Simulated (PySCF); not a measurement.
# C4H11NOSi2: the cost of one run

Programs: PySCF 2.14.0, with routines of our own; each step states its level. All values are computed. Atoms count from 0.

## Step 1: The starting structure

19 atoms, charge 0, multiplicity 1; geometry from: GFN2-xTB.

## Step 2: Magnetic properties: GIAO wB97X-D/pcSseg-1

Job settings and geometry (Å):

```
{"job": {"kind": "mag", "xc": "wB97X-D", "basis": "pcSseg-1", "isotopologues": 2}, "charge": 0, "multiplicity": 1}
C     -3.820592    -0.853048     0.176933
C     -2.524566    -0.210805     0.227072
C     -1.445570     0.323843     0.275412
Si     0.209241     1.170021     0.336001
N      0.233679     2.821902    -0.141334
O      1.218741     0.529736    -0.759610
C      1.643494    -0.803454    -0.860855
Si     3.130069    -1.175575     0.278127
H     -3.894424    -1.604307     0.963271
H     -4.608821    -0.113735     0.320416
H     -3.961774    -1.337200    -0.789462
H      0.705369     1.086663     1.713012
H      0.347831     3.030679    -1.119438
H     -0.442491     3.438567     0.272694
H      0.807697    -1.479361    -0.644544
H      1.918350    -0.964493    -1.909299
H      4.180769    -0.188439     0.040147
H      2.700589    -1.137987     1.676273
H      3.592606    -2.523758    -0.062280
```

Level: GIAO wB97X-D/pcSseg-1 magnetisability, rotational g tensor and spin-rotation constants, non-relativistic, gas phase.

Launch:

```bash
> OMP_NUM_THREADS=1 python excited_run.py task.json out
```

One launch serves the whole session: the jobs run in the order shown.

**Question.** How long does this first job take on 1 thread of Intel Xeon at 2.50GHz, shared host, and how much memory does it need?

About 2.9 min, with a peak of 1.1 GiB.
